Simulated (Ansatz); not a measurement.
# Ti2Cd: how well frozen cores do

Aim: solve Ti2Cd at one geometry with full-potential LAPW, PAW on the default files and datasets made for this crystal, and see where they agree.

Program: Ansatz 0.2.0. Level of theory: DFT LDA, scalar-relativistic. These are calculated values, not measurements.

### Step 1. Starting point

The structure is tetragonal, space group I4/mmm (No. 139). The conventional cell has a = 2.865 Å, b = 2.865 Å, c = 13.420 Å, α = 90.00°, β = 90.00°, γ = 90.00°. Around Ti (site symmetry 4mm) lie 8 Ti at 2.84 to 2.87 Å and 4 Cd at 3.11 Å. Cd (site symmetry 4/mmm) has 4 Cd at 2.87 Å and 8 Ti at 3.11 Å in its first shell of neighbours.

As a file:

```cif
data_structure
_symmetry_space_group_name_H-M 'I4/mmm'
_symmetry_Int_Tables_number 139
_cell_length_a 2.8650
_cell_length_b 2.8650
_cell_length_c 13.4200
_cell_angle_alpha 90.000
_cell_angle_beta 90.000
_cell_angle_gamma 90.000
_cell_volume 110.15
loop_
_atom_site_label
_atom_site_type_symbol
_atom_site_symmetry_multiplicity
_atom_site_Wyckoff_symbol
_atom_site_fract_x
_atom_site_fract_y
_atom_site_fract_z
_atom_site_occupancy
Ti1 Ti 4 e 0.00000 0.00000 0.32400 1
Cd1 Cd 2 a 0.00000 0.00000 0.00000 1
```

The file gives the conventional cell by its symmetry; the runs use the cell typed in the input.

The cell comes from a crystallographic database entry that wasn't checked; take it as a given geometry, which may be far from equilibrium.

Atoms are numbered in the order of the input: Ti1, Ti2, Cd3.

### Step 2. Full-potential LAPW

The input, input.yaml:

```yaml
crystal:
  lattice:
    - [-1.4325, 1.4325, 6.71]
    - [1.4325, -1.4325, 6.71]
    - [1.4325, 1.4325, -6.71]
  atoms:
    - { symbol: Ti, position: [0.324, 0.324, 0.0] }
    - { symbol: Ti, position: [0.676, 0.676, 0.0] }
    - { symbol: Cd, position: [0.0, 0.0, 0.0] }
kpoints:
  mp_grid: { grid: [16, 16, 16] }
  band_path:
    path:
      - [0.0, 0.0, 0.0]
      - [0.0, 0.0, 0.5]
      - [0.25, 0.25, 0.25]
      - [0.0, 0.5, 0.0]
      - [0.0, 0.0, 0.0]
      - [0.5, 0.5, -0.5]
      - [0.2613942103, 0.7386057897, -0.2613942103]
      - [-0.2613942103, 0.2613942103, 0.2613942103]
      - [0.0, 0.0, 0.0]
    npoints: 14
scf:
  occupations: { method: fermi_dirac, width: 0.08 }
hamiltonian:
  xc: lda
  pseudopotentials: { kind: all_electron, lapw: { basis_error: 0.001 } }
output:
  forces: true
  stress: true
  eigenvalues: true
  populations: true
  dos: { projected: true, de: 0.2, e_range: [-14, 8] }
```

Launch:

```console
$ ansatz run input.yaml --threads 1 --pin off --max-ram 4096MiB --backend cpu --events-out ev --progress --plain --runs-dir out
```

The log of the run:

```text
Ti: projections on atomic orbitals take those of the free atom 1s2 2s2 2p6 3s2 3p6 3d2 4s2, of charge +0.00 (hamiltonian.pseudopotentials.projection_atoms)
Cd: projections on atomic orbitals take those of the free atom 1s2 2s2 2p6 3s2 3p6 3d10 4s2 4p6 4d10 5s2, of charge +0.00 (hamiltonian.pseudopotentials.projection_atoms)
LAPW: plane waves up to 8.025 Å⁻¹, error target 1.0e-3 eV per atom; small_component_spin mean_spin; Ti in spheres of 1.419 Å, 12 of its electrons in bands, Dirac shells []; Cd in spheres of 1.432 Å, 20 of its electrons in bands, Dirac shells []
Engine: ansatz 0.2.0
Pseudopotentials: kind: all_electron
Pseudopotential: Ti, LAPW, valence charge 12, Koelling and Harmon's equation, gaussian nucleus
Pseudopotential: Cd, LAPW, valence charge 20, Koelling and Harmon's equation, gaussian nucleus
Functional definition: SPW92
  exchange = slater_x
  correlation = pw_c
Crystal: 3 atoms, lattice volume = 55.077 Å³
Basis set: ecut = 245.36385053113372 eV, 485 PW (Γ), FFT grids on a1+a3, a2+a3, a3, exchange–correlation at level 2
Bands: 27, of which v1, the nominal top of the filled ones, is band 22 counted from 1 (21 counted from 0)
Symmetry: 16 space group operations
Space group: I4/mmm (ITA 139), of the structure as read, at distance tolerance 3.8e-5 Å
k-points: 349 of 4096
Non-local potential: Ti, projectors of the file, none
Non-local potential: Cd, projectors of the file, none
Initial density: superposition of atomic densities (chi_scale 0.1, normalization cell, long waves kept (reshape's long-wave potential 0.05 eV rms))
Initial wavefunctions: plane waves of lowest kinetic energy (no species holds an atomic orbital)
Functional: x = slater, c = lda
iter 1 solved again at ethr=2.56e-2 eV; its pass at ethr=1.00e-1 eV (dr2=1.13e1 eV) is discarded
SCF iter   1: F=—  HF=-198469.674096 eV  |F-HF|=—  |Δ(HF+E_count)|=         —  Δρ=4.81e-2  dr2=1.13e1  ethr=2.56e-2  ⟨swp⟩=2.0  Hψ=63375  notcnv=0
preconditioner: auto → Kerker (q_TF=auto, 2.628 Å⁻¹)  [metal: Δε(μ)=0.002 eV  Ē_g=5.097 eV  σ=0.080 eV  W_gap=0.01  n_scr=20 (ndim 8)  ℏωp=22.4 eV  f_vac=0.000  D(μ)=2.96/eV (n_scr^D=26)]
SCF iter   2: F=—  HF=-198468.218999 eV  |F-HF|=—  |Δ(HF+E_count)|=    1.46e0  Δρ=2.87e-2  dr2=4.01e0  ethr=2.56e-2  ⟨swp⟩=2.0  Hψ=29194  notcnv=0
SCF iter   3: F=—  HF=-198467.831069 eV  |F-HF|=—  |Δ(HF+E_count)|=   3.88e-1  Δρ=2.09e-2  dr2=2.34e0  ethr=9.11e-3  ⟨swp⟩=2.0  Hψ=30363  notcnv=0
iter 4 solved again at ethr=2.14e-5 eV; its pass at ethr=5.32e-3 eV (dr2=9.40e-3 eV) is discarded
SCF iter   4: F=—  HF=-198467.437497 eV  |F-HF|=—  |Δ(HF+E_count)|=   3.94e-1  Δρ=3.65e-3  dr2=9.25e-3  ethr=2.14e-5  ⟨swp⟩=3.0  Hψ=51655  notcnv=0
SCF iter   5: F=—  HF=-198467.449553 eV  |F-HF|=—  |Δ(HF+E_count)|=         —  Δρ=4.15e-3  dr2=5.38e-2  ethr=2.10e-5  ⟨swp⟩=3.0  Hψ=32328  notcnv=0
the basis was enlarged: its passes take 104.2 KiB over the memory plan, 1 of 1 planned eigensolver slots
SCF iter   6: F=—  HF=-198467.416039 eV  |F-HF|=—  |Δ(HF+E_count)|=   3.35e-2  Δρ=1.08e-3  dr2=1.45e-3  ethr=2.10e-5  ⟨swp⟩=3.0  Hψ=31398  notcnv=0
SCF iter   7: F=—  HF=-198467.415591 eV  |F-HF|=—  |Δ(HF+E_count)|=   4.48e-4  Δρ=6.42e-4  dr2=6.47e-4  ethr=3.30e-6  ⟨swp⟩=2.0  Hψ=29056  notcnv=0
SCF iter   8: F=—  HF=-198467.415404 eV  |F-HF|=—  |Δ(HF+E_count)|=   1.87e-4  Δρ=9.41e-5  dr2=1.17e-5  ethr=1.47e-6  ⟨swp⟩=2.5  Hψ=29305  notcnv=0
SCF iter   9: F=—  HF=-198467.415396 eV  |F-HF|=—  |Δ(HF+E_count)|=   8.62e-6  Δρ=3.15e-5  dr2=5.19e-7  ethr=2.65e-8  ⟨swp⟩=3.0  Hψ=30353  notcnv=0
SCF iter  10: F=—  HF=-198467.415395 eV  |F-HF|=—  |Δ(HF+E_count)|=   2.31e-7  Δρ=1.02e-5  dr2=1.83e-7  ethr=1.18e-9  ⟨swp⟩=2.2  Hψ=29157  notcnv=0
SCF iter  11: F=-198467.415395 eV  HF=-198467.415395 eV  |F-HF|=5.30e-8  |Δ(HF+E_count)|=   2.22e-8  Δρ=4.16e-6  dr2=3.65e-8  ethr=4.16e-10  ⟨swp⟩=2.4  Hψ=29206  notcnv=0
SCF 1 converged in 11 iterations: F = -198467.415395 eV  dr2 = 3.65e-8
the search or the solves at the SCF's close seem to have found levels that the self-consistency loop had missed (the run counts 1). By its estimate they hold under 1e-12 electrons; where the run keeps them, the occupations were computed again with them
NSCF: frozen V_eff on 113 k-points
SCF converged after 11 iterations
Free energy (F): -198467.415395 eV
Harris-Foulkes:  -198467.415395 eV  (|F-HF|=5.30e-8)
Internal energy: -198467.367003 eV  (E = F + TS)
E sigma→0 (E₀):  -198467.391199 eV
Entropy (-TS):   -0.048392 eV (-16.131 meV/atom)
Fermi energy:    14.448485 eV
--- Per-component energies (eV) ---
  E_band       = -673.172591
  E_kinetic    = 206072.802881
  E_xc         = -6266.075600
  E_electrostatic = -398274.094284  (all electrons and nuclei)
  E_smearing   = -0.048392  (= −TS)
  E_closure    = 0.000000  (closes the sum)
  E_atoms      = -198450.613076  (free atoms, spherical and without spin; not in F)
  Σ components = -198467.415395   (vs F -198467.415395, Δ=0.00e0)
  Basis errors (estimates in eV, not in F): energy 1.7e-4 per atom: plane waves 1.3e-4 (6.4e-5 summed), levels above the bands 6.9e-17, relativity 2.6e-9, radial functions 4.1e-5, core shells 2.1e-7; eigenvalues (radial functions only) 1.8e-6; not estimated: angular momenta, meshes, grids; target (lapw.basis_error) 1.0e-3; muffin-tin radii Ti 1.419 Å, Cd 1.432 Å
--- Forces (eV/Å), atoms counted from 1 ---
  atom   1  Ti    -0.00000000     0.00000000    -0.24376757
  atom   2  Ti     0.00000000     0.00000000     0.24376757
  atom   3  Cd     0.00000000    -0.00000000     0.00000000
  max |Σ_I F_I| component: 6.94e-18 eV/Å
--- Stress (GPa, compression-positive) ---
       -8.171430       0.000000       0.000000
        0.000000      -8.171430      -0.000000
        0.000000      -0.000000      -7.972947
  P = ⅓ Tr σ = -8.1053 GPa (-81.053 kbar)
--- Band table (eV; the first three rows and the last of 349) ---
  k-point 0: bands = ["-87.9536", "-49.0735", "-49.0735", "-49.0477", "-41.7999", "-41.6893", "-18.4891", "-18.1704", "-18.1704", "-18.1046", "-18.0193", "-18.0193", "4.8489", "5.2500", "6.2618", "6.2618", "6.5525", "6.8731", "10.9027", "11.2884", "13.0356", "13.7718", "14.4568", "15.8401", "15.8401", "16.3379", "17.0856"]
  k-point 1: bands = ["-87.9533", "-49.0756", "-49.0756", "-49.0474", "-41.7940", "-41.6875", "-18.4833", "-18.2023", "-18.1865", "-18.0842", "-18.0378", "-18.0315", "4.9098", "5.3169", "6.2158", "6.2345", "6.5069", "7.0105", "11.0647", "11.3977", "13.1171", "13.8298", "14.5185", "15.7571", "15.9444", "16.1565", "16.8701"]
  k-point 2: bands = ["-87.9524", "-49.0817", "-49.0815", "-49.0463", "-41.7771", "-41.6824", "-18.4685", "-18.2558", "-18.2321", "-18.0876", "-18.0660", "-18.0624", "5.0892", "5.4858", "6.0973", "6.1572", "6.3648", "7.4447", "11.5210", "11.7120", "13.3491", "13.9904", "14.6922", "15.5434", "15.8236", "16.1683", "16.5066"]
  k-point 348: bands = ["-87.9536", "-49.0735", "-49.0735", "-49.0477", "-41.7998", "-41.6894", "-18.4872", "-18.1703", "-18.1703", "-18.1067", "-18.0194", "-18.0194", "4.8486", "5.2469", "6.2622", "6.2622", "6.5525", "7.2547", "9.1891", "12.4612", "13.0579", "14.4273", "14.6110", "15.7514", "15.7514", "16.4346", "17.0825"]
--- Löwdin populations: 3 sites ---
  site symbol       q [e]
     0     Ti     22.0164
     1     Ti     22.0164
     2     Cd     47.2152
  spilling = 0.008173 (of n_electrons = 92.000000)
```

Wall time 3.1 min (1 thread of Arm Neoverse V1, shared host); peak memory 1.4 GiB.

In short: pressure -8.11 GPa; no gap; largest force 0.244 eV/Å.

Levels at the path's labelled points, in eV from the Fermi level:

```
point  band 19  band 20  band 21  band 22  band 23  band 24  band 25
    Γ    -3.55    -3.16    -1.41    -0.68     0.01     1.39     1.39
    X    -2.03    -1.40    -0.96    -0.04     1.67     1.78     2.10
    P    -2.03    -1.23    -1.23     0.57     0.57     2.15     2.21
    N    -2.68    -1.62    -1.34    -0.47     0.29     0.33     1.16
    Γ    -3.55    -3.16    -1.41    -0.68     0.01     1.39     1.39
    M    -5.26    -1.99    -1.39    -0.02     0.16     1.30     1.30
    S    -2.22    -1.87    -0.94    -0.89     0.25     0.37     1.17
   S0    -2.22    -1.87    -0.94    -0.89     0.25     0.37     1.17
    Γ    -3.55    -3.16    -1.41    -0.68     0.01     1.39     1.39
```

States per cell in windows of 1 eV (zero at the Fermi level; grid of 0.20 eV, so sharp peaks spill over the borders):

```
from  to  total  Ti 3d  Cd 4d  Ti 4s
 -10  -9   1.22   0.00   1.19   0.00
  -9  -8   8.11   0.05   7.97   0.03
  -8  -7   0.77   0.00   0.67   0.03
  -7  -6   0.34   0.01   0.01   0.10
  -6  -5   0.33   0.02   0.01   0.09
  -5  -4   0.47   0.05   0.01   0.20
  -4  -3   0.69   0.11   0.02   0.33
  -3  -2   1.32   0.51   0.03   0.49
  -2  -1   2.89   2.22   0.02   0.40
  -1   0   3.65   2.95   0.01   0.15
   0   1   3.18   2.71   0.01   0.09
   1   2   4.83   4.42   0.02   0.14
   2   3   2.12   1.88   0.01   0.08
```

### Step 3. PAW on the default files

Edit input.yaml of step 2 so:

```diff
@@ -27,3 +27,3 @@
   xc: lda
-  pseudopotentials: { kind: all_electron, lapw: { basis_error: 0.001 } }
+  pseudopotentials: { kind: paw }
 output:
@@ -32,3 +32,9 @@
   eigenvalues: true
+  efg: { contact_densities: true }
   populations: true
+  bader: true
   dos: { projected: true, de: 0.2, e_range: [-14, 8] }
+  write_density: true
+  write_potential: true
+  elf: true
+  volumetric_format: npy
```

Launch:

```console
$ ansatz run input.yaml --threads 1 --pin off --max-ram 4096MiB --backend cpu --events-out ev --progress --plain --runs-dir out
```

The log of the run:

```text
basis.fft_grid_basis auto: the FFT boxes are laid along the combinations [[1, -1, 0], [0, 1, 0], [1, 0, 1]] of the cell's own vectors, 4.052, 7.009 and 2.865 Å long. The dense box has 30×48×20 points. Along the cell's own vectors, as sized, it would have 48×48×48, 3.84 times as many. Of the 16 symmetry operations that the crystal satisfies within crystal.symmetry.tolerance (time reversal apart; of a slab, those that keep its plane) the dense box along the cell's own vectors carries 16, and the one as laid loses 14 of those. basis.fft_grid_basis: typed keeps the cell's own vectors: state it where this run's energies or levels are differenced outside the engine with another run's, or held beside a run that keeps those vectors. Those combinations have planes normal to reciprocal vector 3, as the cell's own vectors have. Each planar average written beside output.write_density, output.write_potential has a row for each plane of the box: 20. The volumetric files lie along those combinations, not along the cell's own vectors: a cube or XSF file states them, and fields.json those of NumPy files.
Cd: output.efg is read without spin–orbit coupling, which moves field gradients at and beside such atoms by some per cent and up to a factor of two; PAW files take it under magnetization.noncollinear and magnetization.spin_orbit
[... 1 set-up line as earlier in the session ...]
Pseudopotentials: kind: paw
Pseudopotential: Ti, paw, valence charge 12, recommended cutoff 420 eV (normal)
Pseudopotential: Cd, paw, valence charge 20, recommended cutoff 420 eV (normal)
[... 3 set-up lines as earlier in the session ...]
Crystal: 3 atoms, lattice volume = 55.077 Å³
Basis set: ecut = 420 eV, 1099 PW (Γ), FFT grids on a1−a2, a2, a1+a3
Bands: 27, of which v1, the nominal top of the filled ones, is band 22 counted from 1 (21 counted from 0)
[... 2 set-up lines as earlier in the session ...]
k-points: 349 of 4096
Non-local potential: Ti, projectors of the file, l = 0: 3, l = 1: 2, l = 2: 3, l = 3: 1
Non-local potential: Cd, projectors of the file, l = 0: 3, l = 1: 2, l = 2: 2, l = 3: 1
PAW form: soft (Blöchl's): semilocal exchange-correlation on the pseudo side does not see the compensation charge
PAW frozen core: Ti, regenerated for the run's functional, and the local potential with it (the file was generated under x = pbe(κ = 0.804, μ = 0.2195149727645171), c = pbe(β = 0.06672455060314922))
PAW frozen core: Cd, regenerated for the run's functional, and the local potential with it (the file was generated under x = pbe(κ = 0.804, μ = 0.2195149727645171), c = pbe(β = 0.06672455060314922))
PAW one-centre angular grid: Ti, 590 points (default); XC on 64 Gauss nodes
PAW one-centre angular grid: Cd, 590 points (default); XC on 64 Gauss nodes
Initial density: superposition of atomic densities (neutral atoms: chi_scale 0, normalization atom), corrected by the library's trained network
Initial wavefunctions: pseudopotential atomic-orbital guess
[... 1 set-up line as earlier in the session ...]
SCF iter   1: F=—  HF=-13018.760023 eV  |F-HF|=—  |Δ(HF+E_count)|=         —  Δρ=9.13e-3  dr2=3.46e-2  ethr=1.77e-3  ⟨swp⟩=3.7  Hψ=31607  notcnv=0
preconditioner: auto → Kerker (q_TF=auto, 2.628 Å⁻¹)  [metal: Δε(μ)=0.004 eV  Ē_g=6.501 eV  σ=0.080 eV  W_gap=0.01  n_scr=20 (ndim 8)  ℏωp=22.4 eV  f_vac=0.000  D(μ)=2.29/eV (n_scr^D=20)]
SCF iter   2: F=—  HF=-13018.752999 eV  |F-HF|=—  |Δ(HF+E_count)|=   7.02e-3  Δρ=3.71e-3  dr2=5.79e-3  ethr=7.87e-5  ⟨swp⟩=2.0  Hψ=13988  notcnv=0
SCF iter   3: F=—  HF=-13018.752452 eV  |F-HF|=—  |Δ(HF+E_count)|=   5.47e-4  Δρ=1.19e-3  dr2=8.27e-4  ethr=1.32e-5  ⟨swp⟩=2.0  Hψ=11580  notcnv=0
SCF iter   4: F=—  HF=-13018.752431 eV  |F-HF|=—  |Δ(HF+E_count)|=   2.15e-5  Δρ=1.59e-4  dr2=2.69e-5  ethr=1.88e-6  ⟨swp⟩=2.0  Hψ=10894  notcnv=0
SCF iter   5: F=—  HF=-13018.752416 eV  |F-HF|=—  |Δ(HF+E_count)|=   1.45e-5  Δρ=5.64e-5  dr2=3.38e-6  ethr=6.12e-8  ⟨swp⟩=2.2  Hψ=13156  notcnv=0
SCF iter   6: F=—  HF=-13018.752415 eV  |F-HF|=—  |Δ(HF+E_count)|=   6.28e-7  Δρ=1.82e-5  dr2=2.02e-7  ethr=7.68e-9  ⟨swp⟩=2.0  Hψ=11718  notcnv=0
SCF iter   7: F=-13018.752415 eV  HF=-13018.752415 eV  |F-HF|=2.93e-9  |Δ(HF+E_count)|=   4.86e-8  Δρ=3.29e-6  dr2=6.43e-9  ethr=2.27e-10  ⟨swp⟩=7.3  Hψ=50361  notcnv=0
SCF 1 converged in 7 iterations: F = -13018.752415 eV  dr2 = 6.43e-9
NSCF: frozen V_eff on 113 k-points
SCF converged after 7 iterations
Free energy (F): -13018.752415 eV
Harris-Foulkes:  -13018.752415 eV  (|F-HF|=2.93e-9)
Internal energy: -13018.703973 eV  (E = F + TS)
E sigma→0 (E₀):  -13018.728194 eV
Entropy (-TS):   -0.048442 eV (-16.147 meV/atom)
Fermi energy:    13.739147 eV
--- Per-component energies (eV) ---
  E_band       = -704.817067
  E_kinetic    = 1048.322076
  E_local      = -4748.618508  (includes V_loc(G=0)·N_el)
  E_nonlocal   = 62.853634
  E_hartree    = 2139.100911
  E_xc         = -369.405806
  E_vxc        = -465.406795  (∫ρ·V_xc dr)
  E_paw        = -5942.585243  (= ΣΔE_a)
  E_vpaw       = -880.168787  (= ΣTr[D̂ρ^β])
  E_aug_tail   = 0.000204  (compensation charges beyond the density's cutoff)
  E_ewald      = -5209.789710
  E_core_change = 1.418469  (= ΣΔE_core)
  E_smearing   = -0.048442  (= −TS)
  E_closure    = 0.000000  (closes the sum)
  Σ components = -13018.752415   (vs F -13018.752415, Δ=0.00e0)
--- Forces (eV/Å), atoms counted from 1 ---
  atom   1  Ti    -0.00000000     0.00000000    -0.24494851
  atom   2  Ti     0.00000000     0.00000000     0.24494851
  atom   3  Cd     0.00000000     0.00000000     0.00000000
  max |Σ_I F_I| component: 5.55e-17 eV/Å
--- Stress (GPa, compression-positive) ---
       -8.174839       0.000000       0.000000
        0.000000      -8.174839       0.000000
        0.000000       0.000000      -7.976495
  P = ⅓ Tr σ = -8.1087 GPa (-81.087 kbar)
--- PAW observables at the nuclei: V_zz in 10²¹ V/m², potentials from the cell's mean, atoms counted from 1 ---
  atom   1  Ti V_zz =    -0.313616   η = 0.0000   by run symmetry: allowed
            electrostatic potential = -2531.889657 V   contact ρ = 56424.300665 e/Å³
  atom   2  Ti V_zz =    -0.313616   η = 0.0000   by run symmetry: allowed
            electrostatic potential = -2531.889657 V   contact ρ = 56424.300665 e/Å³
  atom   3  Cd V_zz =    -9.787328   η = 0.0000   by run symmetry: allowed
            electrostatic potential = -7709.464617 V   contact ρ = 1031767.870229 e/Å³
--- Band table (eV; the first three rows and the last of 349) ---
  k-point 0: bands = ["-88.7042", "-49.8138", "-49.8138", "-49.7831", "-42.5201", "-42.4097", "-19.2047", "-18.8873", "-18.8873", "-18.8208", "-18.7365", "-18.7365", "4.1342", "4.5387", "5.5474", "5.5474", "5.8347", "6.1639", "10.1943", "10.5787", "12.3275", "13.0639", "13.7474", "15.1298", "15.1298", "15.6276", "16.3741"]
  k-point 1: bands = ["-88.7040", "-49.8160", "-49.8159", "-49.7827", "-42.5142", "-42.4079", "-19.1989", "-18.9190", "-18.9033", "-18.8006", "-18.7549", "-18.7486", "4.1950", "4.6055", "5.5015", "5.5202", "5.7893", "6.3014", "10.3561", "10.6880", "12.4090", "13.1217", "13.8090", "15.0469", "15.2341", "15.4463", "16.1591"]
  k-point 2: bands = ["-88.7031", "-49.8220", "-49.8218", "-49.7817", "-42.4973", "-42.4029", "-19.1842", "-18.9724", "-18.9489", "-18.8046", "-18.7831", "-18.7789", "4.3742", "4.7740", "5.3834", "5.4430", "5.6477", "6.7357", "10.8123", "11.0025", "12.6407", "13.2819", "13.9826", "14.8335", "15.1136", "15.4579", "15.7958"]
  k-point 348: bands = ["-88.7042", "-49.8138", "-49.8138", "-49.7831", "-42.5200", "-42.4098", "-19.2029", "-18.8872", "-18.8872", "-18.8229", "-18.7366", "-18.7366", "4.1339", "4.5356", "5.5478", "5.5478", "5.8348", "6.5456", "8.4799", "11.7531", "12.3497", "13.7181", "13.9021", "15.0414", "15.0414", "15.7244", "16.3710"]
--- Löwdin populations: 3 sites ---
  site symbol       q [e]
     0     Ti     12.0034
     1     Ti     12.0034
     2     Cd     19.2075
  spilling = 0.017859 (of n_electrons = 44.000000)
--- Bader charges: 3 sites ---
  site symbol  charge [e]  shift [e] shared [e]
     0     Ti      0.3426     0.0000     0.3172
     1     Ti      0.3426     0.0000     0.3172
     2     Cd     -0.6342     0.0000    -0.6343
  maxima off the nuclei: 2, with 0.0509 electrons
  on the straight line to a nucleus their density falls by 5.8e-4 of itself; PAW files or a low cutoff
  can make one that falls by little (a run on other files and one at a higher cutoff tell): if they did, read the shared
  charge, to which what the maxima have on the atom's side is counted
  estimated error of the sums over rays = 4.9e-4 e
```

It took 66 s on 1 thread of Arm Neoverse V1, shared host; peak memory 0.65 GiB.

In short: pressure -8.11 GPa; no gap; largest force 0.245 eV/Å; Vzz Ti1 -0.31 (η = 0.00), Cd3 -9.79 (η = 0.00) (10²¹ V/m²).

The fields are shown in the conventional cell of this run's space group, carried over from its grid by interpolation.

Density in a lattice plane of the grid's cell (edges 2.87 and 13.42 Å, at 0.000 of the third edge), which holds Ti and Cd.

Values in e/Å³, 12 rows by 6 columns:
```
 0.41  0.29  0.18  0.14  0.18  0.29
 0.15  0.15  0.17  0.18  0.16  0.15
 0.42  0.30  0.24  0.24  0.24  0.30
 9.89  5.43  0.50  0.18  0.50  5.43
 0.14  0.14  0.14  0.14  0.14  0.14
 0.09  0.12  0.19  0.23  0.19  0.12
 0.14  0.14  0.14  0.14  0.14  0.14
 9.89  5.43  0.50  0.18  0.50  5.43
 0.42  0.30  0.24  0.24  0.24  0.30
 0.15  0.15  0.16  0.18  0.17  0.15
 0.41  0.29  0.18  0.14  0.18  0.29
26.56 10.52  0.92  0.23  0.92 10.52
```
Columns run along the first of these edges and rows up along the second, over one cell in 6 and 12 even steps from the bottom left corner. Atoms in the plane (fractional): Ti at (0.00, 0.32), Ti at (0.00, 0.68), Cd at (0.00, 0.00).

ELF in the same plane.

Ten even steps from ' ' (0.10) to '@' (0.92):
```
==--..::..--
::::------::
++==..  ..==
**++======++
    ==%%==  
--**..==..**
--**      **
    ..--..  
....::::::..
............
....::::::..
    ..--..  
--**      **
--**..==..**
    ==%%==  
**++======++
++==..  ..==
::::------::
==--..::..--
@@**::..::**
```
Columns run along the first of these edges and rows up along the second, over one cell in 6 and 20 even steps from the bottom left corner. Atoms in the plane (fractional): Ti at (0.00, 0.32), Ti at (0.00, 0.68), Cd at (0.00, 0.00).

Both are smooth fields of the valence electrons: close to the nuclei they are not physical.

The highest ELF values outside the cores: 0.77 between the atoms, 1.7 Å from Ti.

(Part 1 of 2 ends here.)
